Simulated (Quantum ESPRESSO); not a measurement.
# BiTe (R-3m) in Quantum ESPRESSO: further runs

One crystal, BiTe, is run at these levels: PBE, PBEsol; tasks: single point.

All numbers are computed with Quantum ESPRESSO 7.5; they aren't measurements. Logs are shortened: lines on timing, memory, paths and dates and some standing lists are left out, and cuts for length are marked.

## (1) Starting point

The structure is trigonal, space group R-3m (No. 166). Conventional cell: a = 4.845 Å, b = 4.845 Å, c = 9.952 Å, α = 90.00°, β = 90.00°, γ = 120.00°. Around Bi (site symmetry -3m) lie 6 Te at 3.25 Å. Around Te (site symmetry -3m) lie 6 Bi at 3.25 Å.

The cell comes from a database or a generator and needn't be the stable form of this composition.

## (2) Single point, PBE

scf.in reads:

```
&CONTROL
  calculation = 'scf'
  prefix = 'pwscf'
  outdir = './tmp'
  pseudo_dir = './pseudo'
/
&SYSTEM
  ibrav = 0
  nat = 2
  ntyp = 2
  ecutwfc = 80
  nbnd = 23
  occupations = 'smearing'
  smearing = 'fd'
  degauss = 0.00367493
  force_symmorphic = .true.
/
&ELECTRONS
  conv_thr = 4d-10
  electron_maxstep = 120
  mixing_beta = 0.5
/
ATOMIC_SPECIES
Bi   208.9804 Bi.upf
Te   127.6000 Te.upf
CELL_PARAMETERS angstrom
   2.4227077728    1.3987509848    3.3172919545
  -2.4227077728    1.3987509848    3.3172919545
   0.0000000000   -2.7975019696    3.3172919545
ATOMIC_POSITIONS crystal
Bi     0.5000000000    0.5000000000    0.5000000000
Te     0.0000000000    0.0000000000    0.0000000000
K_POINTS automatic
8 8 8 0 0 0
```

nscf.in reads:

```
&CONTROL
  calculation = 'nscf'
  prefix = 'pwscf'
  outdir = './tmp'
  pseudo_dir = './pseudo'
/
&SYSTEM
  ibrav = 0
  nat = 2
  ntyp = 2
  ecutwfc = 80
  nbnd = 36
  occupations = 'smearing'
  smearing = 'fd'
  degauss = 0.00367493
  force_symmorphic = .true.
/
&ELECTRONS
  conv_thr = 1d-08
  diago_full_acc = .true.
  diago_thr_init = 1d-06
/
ATOMIC_SPECIES
Bi   208.9804 Bi.upf
Te   127.6000 Te.upf
CELL_PARAMETERS angstrom
   2.4227077728    1.3987509848    3.3172919545
  -2.4227077728    1.3987509848    3.3172919545
   0.0000000000   -2.7975019696    3.3172919545
ATOMIC_POSITIONS crystal
Bi     0.5000000000    0.5000000000    0.5000000000
Te     0.0000000000    0.0000000000    0.0000000000
K_POINTS automatic
8 8 8 0 0 0
```

Potentials or basis: PseudoDojo 0.4.1 SR PBE standard.

Launch:

```console
> OMP_NUM_THREADS=1 pw.x -in scf.in > scf.out
> OMP_NUM_THREADS=1 pw.x -in nscf.in > nscf.out
```

scf.out:

```text
This program is part of the open-source Quantum ESPRESSO suite
     for quantum simulation of materials; please cite
[... 9 lines left out ...]
     --------------------
     sticks:   dense  smooth     PW     G-vecs:    dense   smooth      PW
     Sum        1589    1589    467                43955    43955    6967

     Using Slab Decomposition

     bravais-lattice index     =            0
     lattice parameter (alat)  =       8.2003  a.u.
     unit-cell volume          =     455.1693 (a.u.)^3
     number of atoms/cell      =            2
     number of atomic types    =            2
     number of electrons       =        31.00
     number of Kohn-Sham states=           23
     kinetic-energy cutoff     =      80.0000  Ry
     charge density cutoff     =     320.0000  Ry
     scf convergence threshold =      4.0E-10
     mixing beta               =       0.5000
     number of iterations used =            8  plain     mixing
     Exchange-correlation= PBE
                           (   1   4   3   4   0   0   0)

     celldm(1)=   8.200289  celldm(2)=   0.000000  celldm(3)=   0.000000
     celldm(4)=   0.000000  celldm(5)=   0.000000  celldm(6)=   0.000000

     crystal axes: (cart. coord. in units of alat)
               a(1) = (   0.558304   0.322337   0.764458 )
               a(2) = (  -0.558304   0.322337   0.764458 )
               a(3) = (   0.000000  -0.644674   0.764458 )

     reciprocal axes: (cart. coord. in units 2 pi/alat)
               b(1) = (  0.895569  0.517057  0.436039 )
               b(2) = ( -0.895569  0.517057  0.436039 )
               b(3) = (  0.000000 -1.034114  0.436039 )

     PseudoPot. # 1 for Bi read from file:
     Bi.upf
     Pseudo is Norm-conserving + core correction, Zval = 15.0
     Generated using ONCVPSP code by D. R. Hamann
     Using radial grid of 1490 points,  6 beta functions with:
                l(1) =   0
                l(2) =   0
                l(3) =   1
                l(4) =   1
                l(5) =   2
                l(6) =   2

     PseudoPot. # 2 for Te read from file:
     Te.upf
     Pseudo is Norm-conserving + core correction, Zval = 16.0
     Generated using ONCVPSP code by D. R. Hamann
     Using radial grid of 1294 points,  6 beta functions with:
                l(1) =   0
                l(2) =   0
                l(3) =   1
                l(4) =   1
                l(5) =   2
                l(6) =   2

     atomic species   valence    mass     pseudopotential
     Bi               15.00   208.98040     Bi( 1.00)
     Te               16.00   127.60000     Te( 1.00)

     12 Sym. Ops., with inversion, found

   Cartesian axes

     site n.     atom                  positions (alat units)
         1        Bi     tau(   1) = (   0.0000000   0.0000000   1.1466865  )
         2        Te     tau(   2) = (   0.0000000   0.0000000   0.0000000  )

     number of k points=    65  Fermi-Dirac smearing, width (Ry)=  0.0037
                       cart. coord. in units 2pi/alat
        k(    1) = (   0.0000000   0.0000000   0.0000000), wk =   0.0039062
        k(    2) = (   0.0000000  -0.1292643   0.0545049), wk =   0.0234375
        k(    3) = (   0.0000000  -0.2585286   0.1090097), wk =   0.0234375
        k(    4) = (   0.0000000  -0.3877929   0.1635146), wk =   0.0234375
        k(    5) = (   0.0000000   0.5170572  -0.2180195), wk =   0.0117188
        k(    6) = (  -0.1119462  -0.0646322   0.1090097), wk =   0.0234375
[... 57 lines left out ...]
        k(   64) = (   0.7836232   0.3231608  -0.2180195), wk =   0.0234375
        k(   65) = (   0.0000000   0.0000000  -0.6540585), wk =   0.0039062

     Dense  grid:    43955 G-vectors     FFT dimensions: (  48,  48,  48)

     Initial potential from superposition of free atoms

     starting charge      30.9989, renormalised to      31.0000
     Starting wfcs are   18 randomized atomic wfcs +    5 random wfcs

     Self-consistent Calculation

     iteration #  1     ecut=    80.00 Ry     beta= 0.50
     Davidson diagonalization with overlap
     ethr =  1.00E-02,  avg # of iterations =  5.2

     Threshold (ethr) on eigenvalues was too large:
     Diagonalizing with lowered threshold

     Davidson diagonalization with overlap
     ethr =  4.90E-05,  avg # of iterations =  5.9

     total energy              =    -373.82770821 Ry
     estimated scf accuracy    <       0.01493637 Ry

     iteration #  2     ecut=    80.00 Ry     beta= 0.50
     Davidson diagonalization with overlap
     ethr =  4.82E-05,  avg # of iterations =  2.0
[... 36 lines left out ...]
     total energy              =    -373.83182942 Ry
     estimated scf accuracy    <          1.3E-09 Ry

     iteration #  8     ecut=    80.00 Ry     beta= 0.50
     Davidson diagonalization with overlap
     ethr =  4.35E-12,  avg # of iterations =  2.2

     End of self-consistent calculation

          k = 0.0000 0.0000 0.0000 (  5537 PWs)   bands (ev):

   -27.1791 -27.1791 -27.1492 -27.1492 -27.1377 -13.1395 -13.1395 -13.1318
   -13.1318 -13.1207  -3.4140   1.7856   7.1645   7.1645   8.4668  11.9575
    12.6023  12.6023  14.1641  14.1641  16.2984  16.7638  17.0217

          k = 0.0000-0.1293 0.0545 (  5510 PWs)   bands (ev):

   -27.1790 -27.1790 -27.1492 -27.1491 -27.1376 -13.1391 -13.1391 -13.1328
   -13.1312 -13.1204  -3.2812   1.4484   7.2520   7.3710   8.4051  11.4671
    12.0315  12.1196  14.3889  14.5643  16.5204  17.1351  17.6426
[... 235 lines left out ...]
          k = 0.5597 0.0646-0.2725 (  5509 PWs)   bands (ev):

   -27.1790 -27.1787 -27.1491 -27.1482 -27.1375 -13.1447 -13.1374 -13.1330
   -13.1236 -13.1162  -1.3609  -0.7164   5.2096   5.8306   8.0520  10.8135
    13.0079  13.7511  14.2783  16.5490  19.1842  19.6262  21.2834

          k = 0.5597-0.0646-0.2180 (  5516 PWs)   bands (ev):

   -27.1789 -27.1788 -27.1492 -27.1482 -27.1375 -13.1417 -13.1384 -13.1344
   -13.1264 -13.1158  -1.3434  -1.1046   6.2316   6.2866   8.8778  10.2537
    11.7939  12.2003  15.4779  15.5647  19.2861  19.9333  21.1626

          k = 0.4478 0.2585-0.2725 (  5496 PWs)   bands (ev):

   -27.1791 -27.1787 -27.1490 -27.1481 -27.1375 -13.1478 -13.1356 -13.1334
   -13.1197 -13.1175  -1.6745  -0.0532   4.8916   5.8024   6.7420  12.6028
    13.1851  13.4351  14.2521  18.5801  18.8653  19.0660  19.6164
[... 121 lines left out ...]
          k = 0.0000 0.0000-0.6541 (  5472 PWs)   bands (ev):

   -27.1790 -27.1790 -27.1480 -27.1480 -27.1377 -13.1452 -13.1452 -13.1231
   -13.1184 -13.1184  -1.1704  -0.8703   7.7175   7.7175   7.8402   8.5152
     8.8136   8.8136  18.0866  18.6988  19.3642  19.3642  20.1932

     the Fermi energy is    10.1023 ev

!    total energy              =    -373.83182942 Ry
     estimated scf accuracy    <          4.6E-11 Ry
     smearing contrib. (-TS)   =      -0.00087869 Ry
     internal energy E=F+TS    =    -373.83095073 Ry

     The total energy is F=E-TS. E is the sum of the following terms:
     one-electron contribution =    -143.58305244 Ry
     hartree contribution      =      86.25566905 Ry
     xc contribution           =     -92.54577987 Ry
     ewald contribution        =    -223.95778747 Ry

     convergence has been achieved in   8 iterations

=------------------------------------------------------------------------------=
   JOB DONE.
=------------------------------------------------------------------------------=
```

nscf.out:

```text
This program is part of the open-source Quantum ESPRESSO suite
     for quantum simulation of materials; please cite
         "P. Giannozzi et al., J. Phys.:Condens. Matter 21 395502 (2009);
         "P. Giannozzi et al., J. Phys.:Condens. Matter 29 465901 (2017);
         "P. Giannozzi et al., J. Chem. Phys. 152 154105 (2020);
     in publications or presentations arising from this work. More details at
[... 672 lines left out ...]
    25.6049  25.6049  26.7645  26.7645  28.0167  28.4271  29.1070  29.5469
    29.5828  29.5828  29.6086  29.6086

     the Fermi energy is    10.1023 ev
     (compare with:    10.1023 eV, computed in scf)

=------------------------------------------------------------------------------=
   JOB DONE.
=------------------------------------------------------------------------------=
```

Wall time 2.5 min (1 thread of Arm Neoverse V2, shared host); peak memory 0.19 GiB.

Results:

- Band gap on the k mesh, mean-field level: none (metal or under the smearing width)

Caveat: spin-orbit coupling is left out, which moves the levels of the heavy elements.

## (3) Single point, PBEsol

scf.in is that of step 2.

nscf.in is that of step 2.

Potentials or basis: PseudoDojo 0.4.1 SR PBEsol standard.

Launch:

```console
> OMP_NUM_THREADS=1 pw.x -in scf.in > scf.out
> OMP_NUM_THREADS=1 pw.x -in nscf.in > nscf.out
```

scf.out:

```text
This program is part of the open-source Quantum ESPRESSO suite
     for quantum simulation of materials; please cite
[... 9 lines left out ...]
     --------------------
     sticks:   dense  smooth     PW     G-vecs:    dense   smooth      PW
     Sum        1589    1589    467                43955    43955    6967

     Using Slab Decomposition

     bravais-lattice index     =            0
     lattice parameter (alat)  =       8.2003  a.u.
     unit-cell volume          =     455.1693 (a.u.)^3
     number of atoms/cell      =            2
     number of atomic types    =            2
     number of electrons       =        31.00
     number of Kohn-Sham states=           23
     kinetic-energy cutoff     =      80.0000  Ry
     charge density cutoff     =     320.0000  Ry
     scf convergence threshold =      4.0E-10
     mixing beta               =       0.5000
     number of iterations used =            8  plain     mixing
     Exchange-correlation= PBESOL
                           (   1   4  10   8   0   0   0)

     celldm(1)=   8.200289  celldm(2)=   0.000000  celldm(3)=   0.000000
     celldm(4)=   0.000000  celldm(5)=   0.000000  celldm(6)=   0.000000

     crystal axes: (cart. coord. in units of alat)
               a(1) = (   0.558304   0.322337   0.764458 )
               a(2) = (  -0.558304   0.322337   0.764458 )
               a(3) = (   0.000000  -0.644674   0.764458 )

     reciprocal axes: (cart. coord. in units 2 pi/alat)
               b(1) = (  0.895569  0.517057  0.436039 )
               b(2) = ( -0.895569  0.517057  0.436039 )
               b(3) = (  0.000000 -1.034114  0.436039 )

     PseudoPot. # 1 for Bi read from file:
     Bi.upf
     Pseudo is Norm-conserving + core correction, Zval = 15.0
     Generated using ONCVPSP code by D. R. Hamann
     Using radial grid of 1472 points,  6 beta functions with:
                l(1) =   0
                l(2) =   0
                l(3) =   1
                l(4) =   1
                l(5) =   2
                l(6) =   2

     PseudoPot. # 2 for Te read from file:
     Te.upf
     Pseudo is Norm-conserving + core correction, Zval = 16.0
     Generated using ONCVPSP code by D. R. Hamann
     Using radial grid of 1294 points,  6 beta functions with:
                l(1) =   0
                l(2) =   0
                l(3) =   1
                l(4) =   1
                l(5) =   2
                l(6) =   2

     atomic species   valence    mass     pseudopotential
     Bi               15.00   208.98040     Bi( 1.00)
     Te               16.00   127.60000     Te( 1.00)

     12 Sym. Ops., with inversion, found

   Cartesian axes

     site n.     atom                  positions (alat units)
         1        Bi     tau(   1) = (   0.0000000   0.0000000   1.1466865  )
         2        Te     tau(   2) = (   0.0000000   0.0000000   0.0000000  )

     number of k points=    65  Fermi-Dirac smearing, width (Ry)=  0.0037
                       cart. coord. in units 2pi/alat
        k(    1) = (   0.0000000   0.0000000   0.0000000), wk =   0.0039062
        k(    2) = (   0.0000000  -0.1292643   0.0545049), wk =   0.0234375
        k(    3) = (   0.0000000  -0.2585286   0.1090097), wk =   0.0234375
        k(    4) = (   0.0000000  -0.3877929   0.1635146), wk =   0.0234375
        k(    5) = (   0.0000000   0.5170572  -0.2180195), wk =   0.0117188
        k(    6) = (  -0.1119462  -0.0646322   0.1090097), wk =   0.0234375
[... 57 lines left out ...]
        k(   64) = (   0.7836232   0.3231608  -0.2180195), wk =   0.0234375
        k(   65) = (   0.0000000   0.0000000  -0.6540585), wk =   0.0039062

     Dense  grid:    43955 G-vectors     FFT dimensions: (  48,  48,  48)

     Initial potential from superposition of free atoms

     starting charge      30.9990, renormalised to      31.0000
     Starting wfcs are   18 randomized atomic wfcs +    5 random wfcs

     Self-consistent Calculation

     iteration #  1     ecut=    80.00 Ry     beta= 0.50
     Davidson diagonalization with overlap
     ethr =  1.00E-02,  avg # of iterations =  5.1

     Threshold (ethr) on eigenvalues was too large:
     Diagonalizing with lowered threshold

     Davidson diagonalization with overlap
     ethr =  4.39E-05,  avg # of iterations =  6.0

     total energy              =    -373.22399220 Ry
     estimated scf accuracy    <       0.01339233 Ry

     iteration #  2     ecut=    80.00 Ry     beta= 0.50
     Davidson diagonalization with overlap
     ethr =  4.32E-05,  avg # of iterations =  2.0

     total energy              =    -373.22694390 Ry
     estimated scf accuracy    <       0.00243479 Ry

     iteration #  3     ecut=    80.00 Ry     beta= 0.50
     Davidson diagonalization with overlap
     ethr =  7.85E-06,  avg # of iterations =  2.4

     total energy              =    -373.22736951 Ry
     estimated scf accuracy    <       0.00028822 Ry
[... 19 lines left out ...]
     total energy              =    -373.22738452 Ry
     estimated scf accuracy    <       0.00000002 Ry

     iteration #  7     ecut=    80.00 Ry     beta= 0.50
     Davidson diagonalization with overlap
     ethr =  5.40E-11,  avg # of iterations =  2.3

     total energy              =    -373.22738452 Ry
     estimated scf accuracy    <          1.9E-09 Ry

     iteration #  8     ecut=    80.00 Ry     beta= 0.50
     Davidson diagonalization with overlap
     ethr =  6.20E-12,  avg # of iterations =  2.0

     End of self-consistent calculation

          k = 0.0000 0.0000 0.0000 (  5537 PWs)   bands (ev):

   -27.2584 -27.2584 -27.2296 -27.2296 -27.2180 -13.2179 -13.2179 -13.2123
   -13.2123 -13.1998  -3.5867   1.6074   7.0136   7.0136   8.3237  11.8003
    12.4307  12.4307  13.9636  13.9636  16.0238  16.5858  16.8667

          k = 0.0000-0.1293 0.0545 (  5510 PWs)   bands (ev):

   -27.2584 -27.2584 -27.2297 -27.2295 -27.2180 -13.2177 -13.2175 -13.2133
   -13.2115 -13.1995  -3.4538   1.2720   7.1009   7.2163   8.2601  11.3030
    11.8614  11.9413  14.1894  14.3607  16.3149  16.8773  17.4831

          k = 0.0000-0.2585 0.1090 (  5505 PWs)   bands (ev):

   -27.2583 -27.2583 -27.2297 -27.2292 -27.2179 -13.2180 -13.2171 -13.2151
   -13.2093 -13.1982  -3.0601   0.4454   7.3608   7.6285   8.2623  10.2984
    10.7937  11.1839  14.8370  14.9500  17.0683  18.3062  19.0873
[... 223 lines left out ...]
          k = 0.5597 0.1939-0.3270 (  5497 PWs)   bands (ev):

   -27.2585 -27.2581 -27.2294 -27.2284 -27.2179 -13.2280 -13.2160 -13.2121
   -13.1983 -13.1957  -1.6247  -0.4357   4.4921   5.5427   6.9515  11.5277
    12.9346  13.5826  14.2379  17.8966  18.4723  19.8190  20.4830

          k = 0.5597 0.0646-0.2725 (  5509 PWs)   bands (ev):

   -27.2584 -27.2581 -27.2295 -27.2286 -27.2178 -13.2250 -13.2169 -13.2119
   -13.2029 -13.1952  -1.5318  -0.8880   5.0374   5.6633   7.8975  10.6466
    12.8326  13.5873  14.0665  16.3399  18.9992  19.4431  21.1136

          k = 0.5597-0.0646-0.2180 (  5516 PWs)   bands (ev):

   -27.2583 -27.2582 -27.2296 -27.2286 -27.2178 -13.2221 -13.2178 -13.2130
   -13.2058 -13.1948  -1.5148  -1.2764   6.0637   6.1174   8.7310  10.0803
    11.6209  12.0352  15.2621  15.3550  19.0721  19.7367  20.9897

          k = 0.4478 0.2585-0.2725 (  5496 PWs)   bands (ev):

   -27.2585 -27.2581 -27.2294 -27.2285 -27.2179 -13.2280 -13.2151 -13.2124
   -13.1989 -13.1965  -1.8451  -0.2252   4.7175   5.6395   6.5816  12.4298
    13.0206  13.2247  14.0878  18.3728  18.7144  18.8502  19.4331

          k = 0.4478 0.1293-0.2180 (  5505 PWs)   bands (ev):

   -27.2584 -27.2581 -27.2294 -27.2287 -27.2179 -13.2254 -13.2155 -13.2124
   -13.2030 -13.1964  -2.0554  -0.3048   5.4967   5.6801   7.1720  11.7245
    12.7798  13.1837  13.7576  17.3169  18.2298  18.8255  19.8385

          k = 0.3358 0.1939-0.1635 (  5493 PWs)   bands (ev):
[... 107 lines left out ...]
          k = 0.7836 0.3232-0.2180 (  5492 PWs)   bands (ev):

   -27.2584 -27.2583 -27.2286 -27.2284 -27.2180 -13.2258 -13.2222 -13.2013
   -13.2008 -13.1976  -1.2548  -0.9633   5.7364   5.7562   7.8124   8.7985
    11.1185  11.3939  16.3291  16.7402  19.3782  19.5292  21.6830

          k = 0.0000 0.0000-0.6541 (  5472 PWs)   bands (ev):

   -27.2584 -27.2584 -27.2284 -27.2284 -27.2180 -13.2250 -13.2250 -13.2022
   -13.1974 -13.1974  -1.3409  -1.0414   7.5655   7.5655   7.6709   8.3181
     8.6392   8.6392  17.8473  18.4882  19.1917  19.1917  19.9790

     the Fermi energy is     9.9298 ev

!    total energy              =    -373.22738452 Ry
     estimated scf accuracy    <          1.1E-10 Ry
     smearing contrib. (-TS)   =      -0.00087797 Ry
     internal energy E=F+TS    =    -373.22650655 Ry

     The total energy is F=E-TS. E is the sum of the following terms:
     one-electron contribution =    -143.74621907 Ry
     hartree contribution      =      86.12583914 Ry
     xc contribution           =     -91.64833915 Ry
     ewald contribution        =    -223.95778747 Ry

     convergence has been achieved in   8 iterations

=------------------------------------------------------------------------------=
   JOB DONE.
=------------------------------------------------------------------------------=
```

Wall time 3.1 min (1 thread of Arm Neoverse V1, shared host); peak memory 0.19 GiB.

What came out:

| Quantity | Value |
| --- | --- |
| Band gap on the k mesh, mean-field level | none (metal or under the smearing width) |

Caveat: spin-orbit coupling is left out, which moves the levels of the heavy elements.
